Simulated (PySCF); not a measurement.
# CH9GePSi: the cost of one run

Programs: PySCF 2.14.0, with routines of our own; each step states its level. All values are computed. Atoms count from 0.

## (1) The system as given

13 atoms, charge 0, multiplicity 1; geometry from: GFN2-xTB.

## (2) Optimising the geometry at PBE0-D3(BJ)/def2-SVP

What the job is given:

```
{"job": {"xc": "PBE0", "basis": "def2-SVP", "d3": "d3bj", "grid": 1, "maxiter": 30, "shake": 0.01, "kind": "geom"}, "charge": 0, "multiplicity": 1}
Si     1.789870     0.110830    -0.670190
C      0.552990    -0.898260     0.358530
Ge    -1.002910     0.139680     1.061060
P     -2.526980     0.821180    -0.459530
H      1.084840     0.641040    -1.879730
H      2.875290    -0.722350    -1.087080
H      2.272920     1.258460     0.123490
H      1.097350    -1.322230     1.205570
H      0.174980    -1.719820    -0.212740
H     -0.476350     1.344760     1.840440
H     -1.686940    -0.691080     2.144270
H     -2.507600    -0.385100    -1.136230
H     -1.641630     1.405990    -1.298170
```

Started as:

```sh
$ OMP_NUM_THREADS=1 python heavy_run.py task.json out
```

One launch serves the whole session: the jobs run in the order shown.

**Question.** How long does this first job take on 1 thread of Intel Xeon Platinum 8175M at 2.50GHz, shared host, and how much memory does it need?

About 60 s, with a peak of 0.55 GiB.
